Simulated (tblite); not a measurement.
# C5H12BrPSi: the cost of one run

Programs: tblite 0.8.0 and PySCF 2.14.0, with density-fitted response routines of our own. Each step states its level of theory. These are calculated values for one molecule in the gas phase, unless marked as measured. Atoms count from 0, in the outputs and in this text.

## 1. The starting structure

20 atoms, charge 0, multiplicity 1; geometry from: force field or distance geometry start.

Bonds of the start (Å): C0–C1 1.52, C1–C2 1.57, C2–Si3 1.90, Si3–P4 2.19, Si3–C5 1.90, C5–C6 1.54, C6–Br7 1.95, C6–C1 1.55, C0–H8 1.10, C0–H9 1.09, C0–H10 1.10, C1–H11 1.09, C2–H12 1.08, C2–H13 1.09, Si3–H14 1.49, P4–H15 1.42, P4–H16 1.41, C5–H17 1.09, C5–H18 1.09, C6–H19 1.11.

## 2. Relaxing the molecule with GFN2-xTB

Job settings and geometry (Å):

```
{"job": {"kind": "relax", "xc": "GFN2-xTB", "basis": "xTB"}, "charge": 0, "multiplicity": 1}
C     -2.344400    -1.051700    -0.294900
C     -1.053300    -0.269600    -0.484100
C      0.170600    -1.176300    -0.091200
Si     1.590700     0.036200     0.267900
P      3.005600     0.124400    -1.400800
C      0.465600     1.560700     0.321200
C     -0.960400     0.996500     0.405400
Br    -2.206900     2.369800    -0.184300
H     -3.209800    -0.470700    -0.633700
H     -2.335800    -1.977900    -0.871300
H     -2.520000    -1.314900     0.754500
H     -0.963000     0.005300    -1.531600
H      0.398700    -1.871900    -0.889400
H     -0.045500    -1.748400     0.811400
H      2.232000    -0.251600     1.582400
H      3.954600     0.990200    -0.802300
H      3.725900    -1.056400    -1.124700
H      0.696100     2.195500     1.182800
H      0.619800     2.151500    -0.583300
H     -1.225500     0.770100     1.454600
```

Launch:

```console
$ OMP_NUM_THREADS=1 python probes_run.py task.json out
```

The driver reads the jobs from task.json and runs them one after another.

Q: Estimate the wall time of this first job on 1 thread of Intel Xeon at 2.50GHz, shared host.

About 1.9 s.
